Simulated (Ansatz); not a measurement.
# AsBH7N: search for a transition state

Is there a first-order saddle for this four-centre ligand exchange, which should form B1–As6, N2–H5 and break B1–N2, H5–As6, and which two structures does it connect?

Computed with Ansatz 0.2.0, Gaussian basis. Level: PBE0-D4, def2-SVP first, then def2-TZVP.

152 further runs of the same task are left out: 152 set aside as unsound or not needed.

## (1) The system as given

The guess: 10 atoms, charge 0, spin multiplicity 1.

Atoms are counted from 1 here; the program's logs count them from 0.

Bond lengths: B1–N2 1.587 Å, B1–H3 1.183 Å, B1–H4 1.183 Å, B1–H5 1.429 Å, N2–H7 1.007 Å, N2–H8 1.007 Å, As6–H9 1.517 Å, As6–H10 1.518 Å. Angles: N2–B1–H3 112.9°, N2–B1–H4 112.9°, N2–B1–H5 52.8°, H3–B1–H4 116.5°, H3–B1–H5 121.1°, H4–B1–H5 121.2°, B1–N2–H7 117.3°, B1–N2–H8 117.3°, H7–N2–H8 111.1°, H9–As6–H10 88.8°.

Geometry (Å):

```xyz
10
AsBH7N
B     0.3812    0.1480   -0.8471
N    -0.4218    1.1902    0.0397
H     1.5246    0.4271   -0.9628
H    -0.1919   -0.1515   -1.8373
H    -0.1982   -0.0766    0.4395
As    0.3991   -1.7903    0.3982
H    -1.3226    1.4873   -0.2998
H     0.0951    1.9656    0.4222
H    -1.0401   -1.9043    0.8643
H     0.7746   -1.2956    1.7830
```

Distances that are to change: B1–As6 2.30 Å, N2–H5 1.35 Å, B1–N2 1.59 Å, H5–As6 1.82 Å.

## (2) Relaxing the guess with the reacting distances held

Contents of hold/in.yaml:

```yaml
crystal:
  periodic: [false, false, false]
  atoms:
    - {symbol: B, position_ang: [0.381200, 0.148000, -0.847100]}
    - {symbol: N, position_ang: [-0.421800, 1.190200, 0.039700]}
    - {symbol: H, position_ang: [1.524600, 0.427100, -0.962800]}
    - {symbol: H, position_ang: [-0.191900, -0.151500, -1.837300]}
    - {symbol: H, position_ang: [-0.198200, -0.076600, 0.439500]}
    - {symbol: As, position_ang: [0.399100, -1.790300, 0.398200]}
    - {symbol: H, position_ang: [-1.322600, 1.487300, -0.299800]}
    - {symbol: H, position_ang: [0.095100, 1.965600, 0.422200]}
    - {symbol: H, position_ang: [-1.040100, -1.904300, 0.864300]}
    - {symbol: H, position_ang: [0.774600, -1.295600, 1.783000]}
basis:
  gaussian: {orbitals: def2-SVP}
hamiltonian: {xc: pbe0, dispersion: d4}
relax: {f_tol: 0.04, max_steps: 150, escape_saddle: false, constraints: [{distance: [0, 5]}, {distance: [1, 4]}, {distance: [0, 1]}, {distance: [4, 5]}]}
```

Started as:

```console
$ ansatz run in.yaml --threads 4 --pin off --events-out ev --progress --plain --max-ram 9574MiB
```

Further steps of the session: A starting Hessian; Saddle search in the small basis; Saddle search in triple zeta; Vibrations at the point found; Relaxing after a step of 0.30 Å one way along the mode; Relaxing after a step of 0.30 Å the other way along the mode.

What does the calculation give? Wanted: imaginary mode; barrier from the start side; barrier from the end side; energy of the step; pairs that change; zero-point energy at the saddle.

**Answer**, as computed:

| quantity | value |
| --- | --- |
| imaginary mode | 1263i cm⁻¹ |
| barrier from the start side | 1.482 eV |
| barrier from the end side | 1.624 eV |
| energy of the step | -0.141 eV |
| pairs that change | B1–As6 formed, N2–H5 formed, B1–N2 loosened, H5–As6 broken |
| zero-point energy at the saddle | 1.905 eV |

**Reading.** One imaginary mode, 1263i cm⁻¹, makes this a first-order saddle. Going downhill both ways gives the intended start and end. A bond meant to break is only loosened at the end: the products stay bound as an adduct. At PBE0-D4/def2-TZVP the electronic barrier is 1.482 eV, about 58 kT at 298 K, and the step runs 0.141 eV downhill. The barrier is thin enough for tunnelling; the leading (Wigner) term alone is a factor of 2.5 at 298 K. These are plain relaxations, not an intrinsic reaction coordinate.
